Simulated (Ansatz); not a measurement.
**BeGaH₃ (singlet): wave-function methods side by side at a displaced geometry (v1), cc-pVDZ**

Aim: climb from Hartree-Fock through coupled cluster for BeGaH₃ (singlet) at one geometry and basis, and see what each rung misses.

Program: Ansatz 0.2.0, Gaussian basis. Level of theory: cc-pVDZ, core rule «outside noble gas», up to 15 orbitals frozen. These are calculated values, not measurements.

Plan: UHF; CCSD(T) on RHF; BCCD(T) on RHF; CISD; CCSDT(Q) on RHF.

28 further runs of the same task are left out: 8 for a known fault of the program, 13 that didn't finish, 7 set aside as unsound or not needed.

### 1 The system

The geometry is a PBE0/def2-TZVP stationary point (not a proven minimum) with its atoms shifted at random (size 0.040 Å). No spin-orbit coupling is included. The filled d shell of Ga may be among the frozen orbitals whatever the setting's name suggests; the logs give the count.

5 atoms, charge 0, spin multiplicity 1.

Atoms are counted from 1 here; the program's logs count them from 0.

Bond lengths: Ga1–H3 1.591 Å, Ga1–H4 1.587 Å, Be2–H5 1.411 Å. Angles: H3–Ga1–H4 116.5°.

### 2 UHF

The input, in.yaml:

```yaml
crystal:
  periodic: [false, false, false]
  atoms:
    - {symbol: Ga, position_ang: [0.001405, 0.001532, 0.276612]}
    - {symbol: Be, position_ang: [0.000572, -0.014610, -2.006948]}
    - {symbol: H, position_ang: [0.048536, 1.364053, 1.097548]}
    - {symbol: H, position_ang: [-0.054241, -1.337468, 1.127350]}
    - {symbol: H, position_ang: [-0.096625, -0.001935, -3.414712]}
basis:
  gaussian: {orbitals: cc-pVDZ}
magnetization: {spin_polarized: true, initial_magnetization: 0}
hamiltonian: {xc: hf}
output: {orbitals: {seedname: orbitals}}
```

Command:

```console
$ ansatz run in.yaml --threads 1 --pin off --events-out ev --progress --plain --max-ram 2393MiB
```

After this run come: CCSD(T) on RHF; BCCD(T) on RHF; CISD; CCSDT(Q) on RHF.

Q: Predict the results of all the runs planned. Wanted: RCCSDT(Q) below the RHF energy; RMP2 from RCCSDT(Q); RCCSD from RCCSDT(Q); RCCSD(T) from RCCSDT(Q); T1 diagnostic.

As calculated:

| quantity | value |
| --- | --- |
| RCCSDT(Q) below the RHF energy | -3.8299 eV |
| RMP2 from RCCSDT(Q) | +22.76 kcal/mol |
| RCCSD from RCCSDT(Q) | +1.91 kcal/mol |
| RCCSD(T) from RCCSDT(Q) | +0.48 kcal/mol |
| levels within 1 kcal/mol (43 meV) | RCCSD(T), BCCD(T), RCCSDT |
| T1 diagnostic | 0.010 |

In words: RCCSD(T) misses by +0.48 kcal/mol, 0.5 % of the correlation energy. These misses are within one basis, not against nature.
